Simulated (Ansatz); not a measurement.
# In2GeO2: the cost of one run

Computed with Ansatz 0.2.0 (DFT PBE, scalar-relativistic, plane waves, PAW, unless a step's input says otherwise).

## 1. The system as given

It takes space group I4/mmm (No. 139, tetragonal). The conventional cell has a = 5.635 Å, b = 5.635 Å, c = 6.641 Å, α = 90.00°, β = 90.00°, γ = 90.00°. In (site symmetry mmm) has 2 O at 1.66 Å in its first shell of neighbours. Ge (site symmetry 4/mmm) is surrounded by 4 In at 2.82 Å. Around O (site symmetry -4m2) lie 2 In at 1.66 Å.

As a file:

```xyz
5
Lattice="-2.8176 2.8176 3.3203 2.8176 -2.8176 3.3203 2.8176 2.8176 -3.3203" Properties=species:S:1:pos:R:3 pbc="T T T"
In    0.0000    2.8176    0.0000
In    2.8176    0.0000    0.0000
Ge    0.0000    0.0000    3.3203
O     0.0000    2.8176    1.6601
O     2.8176    0.0000    1.6601
```

The cell is invented: random cell by space group and Wyckoff sites (I4/mmm, No. 139). Lengths come from tabulated atomic sizes and are only a guess.

## 2. A first look at the guess

Contents of input.yaml:

```yaml
crystal:
  lattice:
    - [-2.81761756, 2.81761756, 3.32025131]
    - [2.81761756, -2.81761756, 3.32025131]
    - [2.81761756, 2.81761756, -3.32025131]
  atoms:
    - { symbol: In, position: [0.5, 0.0, 0.5] }
    - { symbol: In, position: [0.0, 0.5, 0.5] }
    - { symbol: Ge, position: [0.5, 0.5, 0.0] }
    - { symbol: O, position: [0.75, 0.25, 0.5] }
    - { symbol: O, position: [0.25, 0.75, 0.5] }
basis:
  ecutwfc: 420
kpoints:
  mp_grid: { grid: [4, 4, 4] }
hamiltonian:
  xc: pbe
scf:
  occupations: { method: gaussian, width: 0.1 }
  lower_state_search: "off"
output:
  forces: true
  stress: true
  eigenvalues: true
```

Launch:

```console
$ ansatz run input.yaml --threads 1 --pin off --max-ram 2560MiB --backend cpu --events-out ev --progress --plain --runs-dir out
```

**Question.** How long does this run take on 1 thread of Intel Xeon at 2.50GHz (Skylake/Cascade Lake), shared host, and how much memory does it need?

About 6.1 s, with a peak of 0.4 GiB.
